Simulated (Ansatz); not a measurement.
# MoHO2F3 (SMILES [O]=[Mo]([OH])([F])([F])[F]) at 6 levels

Wanted: a comparison of 6 runs (HF/STO-3G, HF/3-21G, HF/def2-SVP, B2PLYP/def2-SVP, PBE0/def2-SVP, r2SCAN/def2-SVP) of MoHO2F3. 

The results are computed with Ansatz 0.2.0.

5 further runs of the same task are left out: 1 that didn't finish, 4 set aside as unsound or not needed.

### Step 1. The system as given

The species is MoHO2F3 (7 atoms), meant as a singlet with charge 0. As SMILES, `[O]=[Mo]([OH])([F])([F])[F]`. The coordinates come from a PBE0-D4/def2-TZVP relaxation. This is one conformer, not always the lowest.

Bond lengths: O1–Mo2 1.643 Å, Mo2–O3 1.847 Å, Mo2–F4 1.849 Å, Mo2–F5 1.847 Å, Mo2–F6 1.849 Å, O3–H7 0.962 Å. Some angles: O1–Mo2–O3 109.0°, O1–Mo2–F4 101.3°, O1–Mo2–F5 111.2°, O1–Mo2–F6 101.4°, O3–Mo2–F4 88.9°, O3–Mo2–F5 139.8°, O3–Mo2–F6 88.9°, F4–Mo2–F5 83.3°, F4–Mo2–F6 156.6°, F5–Mo2–F6 83.3°.

### Step 2. Energy and forces at HF/STO-3G (run 1)

The input, in.yaml:

```yaml
crystal:
  periodic: [false, false, false]
  atoms:
    - {symbol: O, position_ang: [-1.375200, -0.627600, 0.834900]}
    - {symbol: Mo, position_ang: [-0.273700, 0.170500, -0.086500]}
    - {symbol: O, position_ang: [1.386300, -0.601500, 0.157000]}
    - {symbol: F, position_ang: [-0.420900, -0.734000, -1.692900]}
    - {symbol: F, position_ang: [-1.066000, 1.543700, -1.033900]}
    - {symbol: F, position_ang: [0.232800, 1.536700, 1.052200]}
    - {symbol: H, position_ang: [1.578000, -1.355600, 0.723500]}
basis:
  gaussian:
    orbitals: STO-3G
hamiltonian:
  xc: hf
accuracy: high
output:
  forces: true
  orbitals: {seedname: orbitals}
```

Started as:

```
$ ansatz run in.yaml --threads 1 --pin off --max-ram 2610MiB --events-out events.jsonl --progress --plain --runs-dir runs
```

Standard output:

```text
Warning: RAYON_NUM_THREADS=1 ignored (pool sized by the plan → 1); use --threads N
Functional definition: HF
  name "HF"
  exchange = exact_x
  correlation = 0
1209 factors; integrals over basis functions are off by at most 4.5e-9 eV
mean field evaluation 1: about -119129.7466 eV, gradient 7.1e1 eV
mean field evaluation 2: about -119129.8857 eV, gradient 7.1e1 eV
mean field evaluation 4: about -119144.7448 eV, gradient 1.2e1 eV
mean field evaluation 8: about -119145.1992 eV, gradient 2.3e-1 eV
mean field -119145.19984854 eV, -4378.5053349169 hartree, gradient 8.6e-8 eV, S^2 0.000000; 0 other end points of the search recorded, 0 dependent functions left out
the calculation of the forces begins
reference -119145.19984854 eV, -4378.5053349169 hartree; 43, 43 occupied and 10, 10 virtual orbitals, 1209 factors
Total energy: -119145.19984854 eV, -4378.5053349169 hartree
Atom 0 at    -1.375200    -0.627600     0.834900 Å, force     2.224659     1.966881    -2.154295 eV/Å
Atom 1 at    -0.273700     0.170500    -0.086500 Å, force    -1.649274    -0.874847     1.114297 eV/Å
Atom 2 at     1.386300    -0.601500     0.157000 Å, force    -1.348016     1.965277    -1.288385 eV/Å
Atom 3 at    -0.420900    -0.734000    -1.692900 Å, force     0.316606     1.565206     2.214487 eV/Å
Atom 4 at    -1.066000     1.543700    -1.033900 Å, force     1.174428    -1.883781     1.278566 eV/Å
Atom 5 at     0.232800     1.536700     1.052200 Å, force    -0.665136    -1.841705    -1.903907 eV/Å
Atom 6 at     1.578000    -1.355600     0.723500 Å, force    -0.053267    -0.897031     0.739238 eV/Å
Dipole moment:     0.158639    -0.327482     0.230305 e Å
```

Run time: 12 s. Hardware: 1 thread of Intel Xeon at 2.50GHz (Skylake/Cascade Lake), shared host; peak memory 0.3 GiB.

### Step 3. Energy and gradient at HF/3-21G (run 2)

The input, job.yaml:

```yaml
crystal:
  periodic: [false, false, false]
  atoms:
    - {symbol: O, position_ang: [-1.375200, -0.627600, 0.834900]}
    - {symbol: Mo, position_ang: [-0.273700, 0.170500, -0.086500]}
    - {symbol: O, position_ang: [1.386300, -0.601500, 0.157000]}
    - {symbol: F, position_ang: [-0.420900, -0.734000, -1.692900]}
    - {symbol: F, position_ang: [-1.066000, 1.543700, -1.033900]}
    - {symbol: F, position_ang: [0.232800, 1.536700, 1.052200]}
    - {symbol: H, position_ang: [1.578000, -1.355600, 0.723500]}
basis:
  gaussian:
    orbitals: 3-21G-spherical.json
total_charge: 0
hamiltonian:
  xc: hf
accuracy: high
output: {forces: true, orbitals: {seedname: orbitals}}
```

The basis set 3-21G is read from a file made from the Basis Set Exchange's data (not shown).

Started as:

```
$ ansatz run job.yaml --threads 1 --pin off --max-ram 2610MiB --events-out events.jsonl --progress --plain --runs-dir runs
```

Standard output:

```text
Warning: RAYON_NUM_THREADS=1 ignored (pool sized by the plan → 1); use --threads N
[... 4 set-up lines as earlier in the session ...]
1839 factors; integrals over basis functions are off by at most 1.3e-8 eV
mean field evaluation 1: about -119792.4437 eV, gradient 7.8e1 eV
mean field evaluation 2: about -119792.7720 eV, gradient 7.9e1 eV
mean field evaluation 4: about -119805.1895 eV, gradient 1.9e1 eV
mean field evaluation 8: about -119805.7839 eV, gradient 1.0e0 eV
mean field evaluation 16: about -119805.7897 eV, gradient 1.6e-8 eV
mean field -119805.78965315 eV, -4402.7815624722 hartree, gradient 2.7e-8 eV, S^2 0.000000; 0 other end points of the search recorded, 0 dependent functions left out
the calculation of the forces begins
reference -119805.78965315 eV, -4402.7815624722 hartree; 43, 43 occupied and 40, 40 virtual orbitals, 1839 factors
Total energy: -119805.78965315 eV, -4402.7815624722 hartree
Atom 0 at    -1.375200    -0.627600     0.834900 Å, force    -0.218461    -0.144555     0.169775 eV/Å
Atom 1 at    -0.273700     0.170500    -0.086500 Å, force     0.614226     0.369483    -0.440471 eV/Å
Atom 2 at     1.386300    -0.601500     0.157000 Å, force    -0.852649     0.299758    -0.050547 eV/Å
Atom 3 at    -0.420900    -0.734000    -1.692900 Å, force    -0.063600     0.083886     0.122680 eV/Å
Atom 4 at    -1.066000     1.543700    -1.033900 Å, force     0.130970    -0.194840     0.129378 eV/Å
Atom 5 at     0.232800     1.536700     1.052200 Å, force    -0.114026    -0.084000    -0.082196 eV/Å
Atom 6 at     1.578000    -1.355600     0.723500 Å, force     0.503540    -0.329731     0.151382 eV/Å
Dipole moment:     0.305892    -0.567834     0.392392 e Å
```

Wall time 16 s (1 thread of Intel Xeon at 2.50GHz (Skylake/Cascade Lake), shared host); peak memory 0.3 GiB.

Runs 3 to 4 aren't shown in full; the table further down has their settings and results.

### Step 4. Energy and gradient at PBE0/def2-SVP (core potential) (run 5)

The input, molecule.yaml:

```yaml
crystal:
  periodic: [false, false, false]
  atoms:
    - {symbol: O, position_ang: [-1.375200, -0.627600, 0.834900]}
    - {symbol: Mo, position_ang: [-0.273700, 0.170500, -0.086500]}
    - {symbol: O, position_ang: [1.386300, -0.601500, 0.157000]}
    - {symbol: F, position_ang: [-0.420900, -0.734000, -1.692900]}
    - {symbol: F, position_ang: [-1.066000, 1.543700, -1.033900]}
    - {symbol: F, position_ang: [0.232800, 1.536700, 1.052200]}
    - {symbol: H, position_ang: [1.578000, -1.355600, 0.723500]}
basis:
  gaussian: {orbitals: def2-SVP}
hamiltonian: {xc: {name: PBE0}}
accuracy: high
output: {forces: true, orbitals: {seedname: orbitals}}
```

Started as:

```
$ ansatz run molecule.yaml --threads 1 --pin off --max-ram 2610MiB --events-out events.jsonl --progress --plain --runs-dir runs
```

Standard output:

```text
Warning: RAYON_NUM_THREADS=1 ignored (pool sized by the plan → 1); use --threads N
Functional definition: PBE0
  name "PBE0"
  parameter a = 0.25
  parameter kappa = 0.804
  parameter beta = 0.06672455060314922
  exchange = (1 - a)*pbe_x(kappa = kappa, mu = beta*pi^2/3) + a*exact_x
  correlation = pbe_c(beta = beta)
2343 factors; integrals over basis functions are off by at most 2.6e-8 eV
mean field evaluation 1: about -14083.2187 eV, gradient 9.6e1 eV
mean field evaluation 2: about -13884.7143 eV, gradient 3.1e2 eV
mean field evaluation 4: about -14098.4034 eV, gradient 2.7e1 eV
mean field evaluation 8: about -14099.6746 eV, gradient 9.5e-1 eV
mean field evaluation 16: about -14099.8879 eV, gradient 9.7e-4 eV
mean field -14099.88787744 eV, -518.1613222485 hartree, gradient 1.6e-8 eV, S^2 0.000000; 0 other end points of the search recorded, 0 dependent functions left out
the calculation of the forces begins
reference -14099.88788174 eV, -518.1613224067 hartree; 29, 29 occupied and 77, 77 virtual orbitals, 2343 factors
Total energy: -14099.88788174 eV, -518.1613224067 hartree
Atom 0 at    -1.375200    -0.627600     0.834900 Å, force     0.104954     0.046472    -0.064459 eV/Å
Atom 1 at    -0.273700     0.170500    -0.086500 Å, force     0.052387     0.030698    -0.034620 eV/Å
Atom 2 at     1.386300    -0.601500     0.157000 Å, force    -0.197870     0.188194    -0.107260 eV/Å
Atom 3 at    -0.420900    -0.734000    -1.692900 Å, force    -0.020708    -0.017515     0.042911 eV/Å
Atom 4 at    -1.066000     1.543700    -1.033900 Å, force    -0.014118    -0.005845     0.008365 eV/Å
Atom 5 at     0.232800     1.536700     1.052200 Å, force    -0.027744    -0.039242     0.014906 eV/Å
Atom 6 at     1.578000    -1.355600     0.723500 Å, force     0.103100    -0.202762     0.140156 eV/Å
Dipole moment:     0.348924    -0.464557     0.297728 e Å
```

Run time: 37 s. Hardware: 1 thread of Intel Xeon at 2.50GHz (Skylake/Cascade Lake), shared host; peak memory 0.44 GiB.

### Step 5. Energy and gradient at r2SCAN/def2-SVP (core potential) (run 6)

Edit in.yaml of step 2 so:

```diff
@@ -1 +1,4 @@
+basis:
+  gaussian:
+    orbitals: def2-SVP
 crystal:
@@ -10,10 +13,5 @@
     - {symbol: H, position_ang: [1.578000, -1.355600, 0.723500]}
-basis:
-  gaussian:
-    orbitals: STO-3G
 hamiltonian:
-  xc: hf
+  xc: r2scan
 accuracy: high
-output:
-  forces: true
-  orbitals: {seedname: orbitals}
+output: {forces: true, orbitals: {seedname: orbitals}}
```

Started as:

```
$ ansatz run in.yaml --threads 1 --pin off --max-ram 2610MiB --events-out events.jsonl --progress --plain --runs-dir runs
```

Standard output:

```text
Warning: RAYON_NUM_THREADS=1 ignored (pool sized by the plan → 1); use --threads N
Functional definition: r2SCAN
  name "r2SCAN"
  parameter k0 = 0.174
  parameter k1 = 0.065
  parameter a1 = 4.9479
  exchange = r2scan_x(k0 = k0, k1 = k1, a1 = a1)
  correlation = r2scan_c
2343 factors; integrals over basis functions are off by at most 2.6e-8 eV
mean field evaluation 1: about -14091.5396 eV, gradient 1.0e2 eV
mean field evaluation 2: about -13821.8036 eV, gradient 3.3e2 eV
mean field evaluation 4: about -14106.1169 eV, gradient 3.7e1 eV
mean field evaluation 8: about -14108.8263 eV, gradient 7.7e-1 eV
mean field evaluation 16: about -14108.8328 eV, gradient 1.1e-3 eV
mean field -14108.83279990 eV, -518.4900420859 hartree, gradient 7.0e-8 eV, S^2 0.000000; 0 other end points of the search recorded, 0 dependent functions left out
the calculation of the forces begins
reference -14108.83280154 eV, -518.4900421463 hartree; 29, 29 occupied and 77, 77 virtual orbitals, 2343 factors
Total energy: -14108.83280154 eV, -518.4900421463 hartree
Atom 0 at    -1.375200    -0.627600     0.834900 Å, force    -0.660809    -0.496220     0.566138 eV/Å
Atom 1 at    -0.273700     0.170500    -0.086500 Å, force     0.482060     0.443098    -0.477980 eV/Å
Atom 2 at     1.386300    -0.601500     0.157000 Å, force     0.190511     0.111873    -0.134232 eV/Å
Atom 3 at    -0.420900    -0.734000    -1.692900 Å, force    -0.043924    -0.164106    -0.224092 eV/Å
Atom 4 at    -1.066000     1.543700    -1.033900 Å, force    -0.152414     0.228522    -0.152572 eV/Å
Atom 5 at     0.232800     1.536700     1.052200 Å, force     0.056907     0.188572     0.200370 eV/Å
Atom 6 at     1.578000    -1.355600     0.723500 Å, force     0.127670    -0.311737     0.222368 eV/Å
Dipole moment:     0.351946    -0.448538     0.283785 e Å
```

Wall time 48 s (1 thread of Intel Xeon at 2.50GHz (Skylake/Cascade Lake), shared host); peak memory 0.42 GiB.

### Step 6. Overview of the runs

| run | level | core potential | frozen core orbitals | energy (Eh) | dipole moment (D) | HOMO energy (eV) | LUMO energy (eV) | wall time |
| --- | --- | --- | --- | --- | --- | --- | --- | --- |
| 1 | HF/STO-3G | none | – | -4378.505335 | 2.07 | -10.35 | 3.68 | 12 s |
| 2 | HF/3-21G | none | – | -4402.781562 | 3.63 | -15.06 | -1.87 | 16 s |
| 3 | HF/def2-SVP (core potential) | def2-SVP | – | -515.857769 | 3.41 | -15.61 | -1.24 | 22 s |
| 4 | B2PLYP/def2-SVP (core potential) | def2-SVP | 5 | -518.149209 | 3.29 | -12.53 | -3.33 | 1.9 min |
| 5 | PBE0/def2-SVP (core potential) | def2-SVP | – | -518.161322 | 3.14 | -10.75 | -4.37 | 37 s |
| 6 | r2SCAN/def2-SVP (core potential) | def2-SVP | – | -518.490042 | 3.06 | -9.35 | -5.05 | 48 s |

### Step 7. What came out

| quantity | value |
| --- | --- |
| run 6: total energy | -518.49004 Eh |
| run 6: dipole moment | 3.06 D |
| run 6: HOMO energy | -9.35 eV |
| run 6: LUMO energy | -5.05 eV |
| run 6: HOMO–LUMO gap | 4.30 eV |
| run 6: largest force on an atom | 1.002 eV/Å |

What this shows: The dipole moment (its size) runs from 2.07 D (HF/STO-3G) to 3.63 D (HF/3-21G). The HOMO–LUMO gap runs from 4.30 eV (r2SCAN/def2-SVP) to 14.37 eV (HF/def2-SVP). Exact exchange widens orbital gaps. Totals of different functionals can't be ranked against each other. Some runs of one species differ in core potentials or relativity; totals across that change don't compare. In run 1 the basis is minimal, so the values are rough. In runs 1, 2 relativity is left out where basis or elements ask for it. All runs together took 4.1 min, the longest 1.9 min.
